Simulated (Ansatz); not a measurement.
# Mg3Te2O: the cost of one run

Computed with Ansatz 0.2.0 (DFT PBE, scalar-relativistic, plane waves, PAW, unless a step's input says otherwise).

## Step 1: The structure to begin with

The structure is hexagonal, space group P-6m2 (No. 187). The conventional cell has a = 4.243 Å, b = 4.243 Å, c = 7.929 Å, α = 90.00°, β = 90.00°, γ = 120.00°. Mg (site symmetry -6m2) is surrounded by 3 Mg at 2.45 Å and 6 Te at 3.16 Å. Around Mg (site symmetry -6m2) lie 3 O at 2.45 Å and 6 Te at 3.14 Å. Te (site symmetry 3m) has 9 Mg at 3.14 to 3.16 Å and 3 O at 3.14 Å in its first shell of neighbours. Around O (site symmetry -6m2) lie 3 Mg at 2.45 Å.

Coordinates:

```
Mg Te O
1.0
     4.24271    0.00000    0.00000
    -2.12136    3.67430    0.00000
     0.00000    0.00000    7.92921
Mg Te O
3 2 1
Direct
  0.00000 0.00000 0.50000
  0.33333 0.66667 0.00000
  0.33333 0.66667 0.50000
  0.66667 0.33333 0.24807
  0.66667 0.33333 0.75193
  0.00000 0.00000 0.00000
```

The cell is invented: species swapped into a database cell of Ce2CuGe3 (P-6m2, No. 187), with Te on the Ce sites, O on the Cu sites and Mg on the Ge sites. Its size is a rough estimate.

## Step 2: The guess as it stands, on a coarse mesh

File input.yaml:

```yaml
crystal:
  lattice:
    - [4.24271087, 0.0, 0.0]
    - [-2.12135544, 3.6742954, 0.0]
    - [0.0, 0.0, 7.92921456]
  atoms:
    - { symbol: Mg, position: [0.0, 0.0, 0.5] }
    - { symbol: Mg, position: [0.33333333, 0.66666667, 0.0] }
    - { symbol: Mg, position: [0.33333333, 0.66666667, 0.5] }
    - { symbol: Te, position: [0.66666667, 0.33333333, 0.248074] }
    - { symbol: Te, position: [0.66666667, 0.33333333, 0.751926] }
    - { symbol: O, position: [0.0, 0.0, 0.0] }
basis:
  ecutwfc: 420
kpoints:
  mp_grid: { grid: [6, 6, 2] }
hamiltonian:
  xc: pbe
scf:
  occupations: { method: gaussian, width: 0.1 }
  lower_state_search: "off"
output:
  forces: true
  stress: true
  eigenvalues: true
```

The run is started by

```sh
ansatz run input.yaml --threads 1 --pin off --max-ram 2560MiB --backend cpu --events-out ev --progress --plain --runs-dir out
```

**Question.** How long does this run take on 1 thread of Intel Xeon at 2.50GHz (Skylake/Cascade Lake), shared host, and how much memory does it need?

About 12 s, with a peak of 0.37 GiB.
